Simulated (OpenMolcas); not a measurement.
# Hf³⁺ among point charges: CASSCF levels and susceptibility

How does a field of 6 point charges split the states of Hf³⁺, and what χT follows?

The numbers are computed with OpenMolcas 26.06 (state-averaged CASSCF, spin-orbit coupling by RASSI with atomic mean-field integrals), except any that are marked as measured or tabulated.

1 further run of the same task is left out (it didn't finish).

## Step 1: Starting point

| Item | Value |
| --- | --- |
| Species | Hf³⁺ (hafnium, Z = 72, 69 electrons) |
| Basis | ANO-RCC-VDZP [7s6p4d2f1g], 68 functions |
| Scalar Hamiltonian | DKH2, point nucleus |
| Inactive shells | 1s 2s 2p 3s 3p 3d 4s 4p 4d 4f 5s 5p |
| Active space | 1 electron in 5 orbitals (5d) |
| Some configurations of this space | 5d |
| Orbitals | optimised for each spin and parity, averaged over all roots |

Outer shells as boxes (Hund's rule):

5d
```
5d [↑ ][  ][  ][  ][  ]
```

The ion sits among 6 point charges of -1.7 e arranged as a trigonal prism (D3h), 1.8 Å from the ion, with a polar angle of 54.5° against the regular 49.1°. The active orbitals were held to one l.

Each step is its own input file, run in one work folder so that later steps find the files of earlier ones. Labels, J, g values, rates, χT and fits are worked out afterwards by a script from the matrices that RASSI stores.

## Step 2: GATEWAY and SEWARD: basis and integrals

The input, a.inp:

```
&GATEWAY
Coord
1

Hf 0.0 0.0 0.0
Basis=ANO-RCC-VDZP
Group=NoSym
NoMove
AngMom=0.0 0.0 0.0
AMFI
XField
6 Angstrom 0
1.465426 0.000000 1.045240 -1.700000
-0.732713 1.269096 1.045240 -1.700000
-0.732713 -1.269096 1.045240 -1.700000
1.465426 0.000000 -1.045240 -1.700000
-0.732713 1.269096 -1.045240 -1.700000
-0.732713 -1.269096 -1.045240 -1.700000
&SEWARD
```

The run is started by

```
$ OMP_NUM_THREADS=1 MOLCAS_MEM=1689 MOLCAS_PROJECT=a pymolcas a.inp > a.log
```

Standard output:

```text
Basis set label: HF.ANO-RCC...7S6P4D2F1G.

      Electronic valence basis set:
      ------------------
      Associated Effective Charge  72.000000 au
      Associated Actual Charge     72.000000 au
      Nuclear Model: Point charge

      Shell  nPrim  nBasis  Cartesian Spherical Contaminant
         s      24       7        X
         p      21       6        X
         d      15       4                 X
         f      11       2                 X
         g       4       1                 X
                  Relativistic Douglas-Kroll-Hess integrals:
                    - DKH order of Hamiltonian: 2
                    - DKH order of Properties : 0
                  Atomic mean-field integrals
```

## Step 3: Reference wave functions, doublets, 5 roots

The input, a.inp:

```
&RASSCF
FileOrb=start.orb
Symmetry=1
Spin=2
nActEl=1 0 0
Inactive=34
Ras2=5
CIRoot=5 5 1
SDav=5
CIMx=300
Iter=120 100
PrWF=0.3
OrbListing=Nothing
MaxOrb=0
SupSym
1
20 10 11 12 13 14 19 20 21 22 23 35 36 37 38 39 48 49 50 51 52
>>> COPY $Project.JobIph JOB001
```

start.orb holds the contracted functions of the basis, ordered by shell, or the orbitals of the step before.

Standard output, shortened:

```text
[...]
      Number of active orbitals                  5
[...]
      Spin quantum number                      0.5
[...]
      Active orbitals                            5
[...]
      Number of CSFs                             5
      Number of root(s) required                 5
[...]
      Convergence after  9 iterations
[...]
      Natural orbitals and occupation numbers for root  1
      sym 1:   0.000000   0.000000   1.000000   0.000000  -0.000000
      Natural orbitals and occupation numbers for root  2
      sym 1:   1.000000   0.000000  -0.000000   0.000000   0.000000
      Natural orbitals and occupation numbers for root  3
      sym 1:   1.000000   0.000000   0.000000   0.000000   0.000000
::    RASSCF root number  1 Total energy: -15071.66839742
::    RASSCF root number  2 Total energy: -15071.59381078
::    RASSCF root number  3 Total energy: -15071.59381076
::    RASSCF root number  4 Total energy: -15071.51891570
::    RASSCF root number  5 Total energy: -15071.51891570
```

## Step 4: RASSI: spin-orbit coupling between the states

The input, a.inp:

```
&RASSI
NrOfJobIphs=1 5
1 2 3 4 5
IphNames
JOB001
EJob
SpinOrbit
DIPRint=1.0
SOCoupling=1000.0
Subsets=2
Property=9
'ANGMOM' 1 'ANGMOM' 2 'ANGMOM' 3 'MLTPL  1' 1 'MLTPL  1' 2 'MLTPL  1' 3
'AMFI' 1 'AMFI' 2 'AMFI' 3
SOProperty=3
'ANGMOM' 1 'ANGMOM' 2 'ANGMOM' 3
```

The run is started by

```
$ OMP_NUM_THREADS=1 MOLCAS_MEM=1689 MOLCAS_PROJECT=a pymolcas a.inp > a.log
```

Standard output, shortened:

```text
SPIN-FREE ENERGIES:
  (Shifted by EMIN (a.u.) =     -15071.6683974243)
 SF State       Relative EMIN(au)   Rel lowest level(eV)    D:o, cm**(-1)      L_eff
     1             0.0000000000        0.0000000000              0.0000         2.0
     2             0.0745866490        2.0296061150          16369.8773         2.0
     3             0.0745866661        2.0296065808          16369.8811         2.0
     4             0.1494817203        4.0676048278          32807.4455         2.0
     5             0.1494817289        4.0676050614          32807.4473         2.0
     Dipole printing threshold changed to   1.00000000E+00
[...]
Eigenvalues of complex Hamiltonian:
   -----------------------------------
  (Shifted by EMIN (a.u.) =     -15071.6683974243)
 SO State       Relative EMIN(au)   Rel lowest level(eV)    D:o, cm**(-1)     J-value
     1            -0.0002437361        0.0000000000              0.0000         2.0
     2            -0.0002437361        0.0000000000              0.0000         2.0
     3             0.0692724110        1.8916307279          15257.0307         1.1
     4             0.0692724110        1.8916307279          15257.0307         1.1
     5             0.0795060099        2.1701011424          17503.0461         1.2
     6             0.0795060099        2.1701011424          17503.0461         1.2
     7             0.1463714528        3.9896025346          32178.3145         1.9
     8             0.1463714528        3.9896025346          32178.3145         1.9
     9             0.1532306268        4.1762501668          33683.7292         1.9
    10             0.1532306268        4.1762501668          33683.7292         1.9
Weights of the five most important spin-orbit-free states for each spin-orbit state.
[...]
```

These steps took 2.6 s in all on 1 thread of Arm Neoverse V1, shared host.

Spin-free states, with their symmetry labels:

| state | degeneracy | E (cm-1) | free-ion L (%) |
| --- | --- | --- | --- |
| 2A1 | 1 | 0 | D (100) |
| 2E | 2 | 16370 | D (100) |
| 2E | 2 | 32807 | D (100) |

With spin-orbit coupling:

```json
{"E (cm-1)": "0.0", "Degeneracy": "2", "Label": "E1/2", "2S+1": "2", "g": "1.80 1.80 2.00"}
{"E (cm-1)": "15257", "Degeneracy": "2", "Label": "E3/2", "2S+1": "2", "g": "0.00 0.00 2.01"}
{"E (cm-1)": "17503", "Degeneracy": "2", "Label": "E1/2", "2S+1": "2", "g": "0.00 0.00 6.00"}
{"E (cm-1)": "32178", "Degeneracy": "2", "Label": "E1/2", "2S+1": "2", "g": "0.00 0.20 0.20"}
{"E (cm-1)": "33684", "Degeneracy": "2", "Label": "E3/2", "2S+1": "2", "g": "0.00 0.00 3.99"}
```

Labels of spin-orbit levels are those of the rotation subgroup (D3 for D3h). Principal g values are given for doublets only; a zero marks a field direction without first-order Zeeman splitting.

Powder χT (cm³ K/mol): 0.33 at 2 K, 0.33 at 5 K, 0.33 at 10 K, 0.33 at 20 K, 0.33 at 50 K, 0.33 at 100 K, 0.33 at 150 K, 0.33 at 200 K, 0.34 at 250 K, 0.34 at 300 K.

## Step 5: What came out

| quantity | value |
| --- | --- |
| method | CASSCF |
| spin-free ground state | 2A1, 1-fold in its orbital part |
| first state of the same spin within the active space | 2E at 16400 cm⁻¹ |
| lowest level | 2-fold E1/2, g = 1.80, 1.80, 2.00 |
| next level | 15257.0 cm⁻¹ |
| χT at 300 K | 0.34 cm³ K/mol |
| effective moment at 300 K | 1.64 μB |

In words: The spin-free ground state (2A1) comes to 100 % from free-ion D terms and keeps the highest spin of the shell. χT at 300 K is 0.34, against 0.38 cm³ K/mol for the spin alone, so orbital moment lowers it. The field of point charges can differ much from that of real complexes. This is an electrostatic model: the charges have no orbitals.
